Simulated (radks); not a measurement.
**Co in [Ar] 3d6 4s2 4p1: an all-electron calculation**

One table from this session's results is given with a row withheld; the runs are named, their logs left out.

Method: non-relativistic Kohn-Sham, B86b exchange with PBE correlation, spin-unpolarised, spherical densities, point nucleus. Code: radks (a radial shooting solver on a logarithmic mesh, Libxc functionals) version 1.

## The atom as given

| Item | Value |
| --- | --- |
| element | cobalt (Z = 27) |
| charge | 0 |
| electrons | 27 |
| configuration | [Ar] 3d6 4s2 4p1 |

The outer shells:

Co
```
[Ar] core
3d [↑↓][↑ ][↑ ][↑ ][↑ ]
4s [↑↓]
4p [↑ ][  ][  ]
```

The first run:

The run's settings:

```text
Z 27
configuration [Ar] 3d6 4s2 4p1
relativity non-relativistic
functional b86_mgc,pbe
spin unpolarised
nucleus point
```

On the command line:

```sh
> python run_ks.py task.json out
```

All runs below come from this command, one after another.

One of the session's tables, all rows but one given; the rest of the session is left out.

It belongs to the step «Radial structure». From the orbitals of this run (lengths in bohr):

| level | <r> | outermost maximum (interpolated) | 90 % within | nodes |
| --- | --- | --- | --- | --- |
| 1s | 0.05690 | 0.0375 | 0.101 | 0 |
| 2s | 0.2587 | 0.216 | 0.400 | 1 |
| 2p | 0.2262 | 0.173 | 0.370 | 0 |
| 3s | 0.7775 | 0.675 | 1.16 | 2 |
| 3p | 0.8105 | 0.679 | 1.25 | 1 |
| 3d | 0.9742 | 0.655 | 1.67 | 0 |
| 4s | ? | ? | ? | ? |
| 4p | 3.626 | 2.81 | 5.71 | 2 |

Q: Estimate the row for 4s from the others.

As computed: <r>: 2.661; outermost maximum (interpolated): 2.20; 90 % within: 4.03; nodes: 3. In the column «<r>» it lies between 3d (0.9742) and 4p (3.626).
